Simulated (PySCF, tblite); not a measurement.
**C₇H₁₅NP+: geometry, infrared bands and NMR shifts**

Aim: predict the infrared bands and NMR shifts of C₇H₁₅NP+ (`C=C[C@@H]1CCC[P@@+]1(C)N`).

Programs: tblite 0.8.0 and PySCF 2.14.0, with density-fitted response routines of our own. Each step states its level of theory. These are calculated values for one molecule in the gas phase, unless marked as measured. Atoms count from 0, in the outputs and in this text.

## (1) Starting geometry

24 atoms, charge 1, multiplicity 1; geometry from: force field or distance geometry start.

Bonds of the start (Å): C0–C1 1.34, C1–C2 1.46, C2–C3 1.52, C3–C4 1.53, C4–C5 1.52, C5–P6 1.84, P6–C7 1.78, P6–N8 1.73, P6–C2 1.82, C0–H9 1.09, C0–H10 1.08, C1–H11 1.07, C2–H12 1.12, C3–H13 1.11, C3–H14 1.11, C4–H15 1.11, C4–H16 1.10, C5–H17 1.09, C5–H18 1.12, C7–H19 1.13, C7–H20 1.13, C7–H21 1.10, N8–H22 1.03, N8–H23 1.05.

## (2) Geometry optimisation with GFN2-xTB

Job settings and geometry (Å):

```
{"job": {"kind": "relax", "xc": "GFN2-xTB", "basis": "xTB"}, "charge": 1, "multiplicity": 1}
C      2.775000     0.994100     0.216900
C      1.975200     0.248900    -0.559500
C      0.876400    -0.472000     0.065700
C      0.227600    -1.523700    -0.811300
C     -0.894600    -2.080800     0.069700
C     -1.768300    -0.915300     0.486300
P     -0.623100     0.522200     0.353800
C     -1.169900     1.472200    -1.047100
N     -0.568500     1.440900     1.822800
H      2.620900     1.111100     1.291600
H      3.584600     1.514600    -0.266400
H      2.189100     0.181300    -1.610700
H      1.103700    -0.968900     1.038500
H      0.993400    -2.298800    -1.029000
H     -0.182700    -1.093400    -1.744000
H     -0.407700    -2.564600     0.942800
H     -1.502000    -2.790500    -0.513500
H     -2.648200    -0.773400    -0.133600
H     -2.017700    -0.969600     1.579600
H     -2.168500     1.071000    -1.376600
H     -1.390200     2.520900    -0.684800
H     -0.492300     1.495000    -1.910300
H      0.368800     1.496200     2.255400
H     -0.892700     2.402300     1.571300
```

Started as:

```bash
> OMP_NUM_THREADS=1 python probes_run.py task.json out
```

This one command runs all jobs of the session in turn.

**Question.** This job is followed by: GFN2-xTB harmonic vibrations, gas phase; GIAO PBE0/pcSseg-1 NMR shielding, non-relativistic, gas phase. What will the session give for the following? strongest single infrared mode (GFN2-xTB); zero-point energy (GFN2-xTB); 13C shifts against TMS (PBE0/pcSseg-1); 1H shifts against TMS (PBE0/pcSseg-1, means over atoms taken as alike); 31P shifts against H3PO4 (PBE0/pcSseg-1); 15N shifts against NH3 (PBE0/pcSseg-1).

The runs gave:

| quantity | value |
| --- | --- |
| strongest single infrared mode (GFN2-xTB) | 540 cm⁻¹, 235 km/mol |
| zero-point energy (GFN2-xTB) | 128.6 kcal/mol |
| 13C shifts against TMS (PBE0/pcSseg-1) | 137.8, 132.6, 52.8, 36.5, 33.8, 28.3, 10.1 ppm |
| 1H shifts against TMS (PBE0/pcSseg-1, means over atoms taken as alike) | 6.29, 6.24, 5.70, 2.94, 2.71, 2.64, 2.43, 2.20, 2.08, 2.01, 1.93, 1.54 ppm |
| 31P shifts against H3PO4 (PBE0/pcSseg-1) | 67.9 ppm |
| 15N shifts against NH3 (PBE0/pcSseg-1) | 35.9 ppm |

What this shows: The optimisation took 161 steps and gained 0.810 eV; among the close pairs (by a distance rule), P6–N8 changed most, from 1.733 to 1.647 Å. All 66 modes are real, so the xTB geometry is a minimum. The strongest single mode, at 540 cm⁻¹, moves mainly H22 and H23. Unscaled tight-binding wavenumbers are off by several per cent, some by more. Its intensities can rank the bands wrongly. At PBE0/pcSseg-1: The largest span, 230 ppm, is at C0, where the paramagnetic term is -204 ppm.
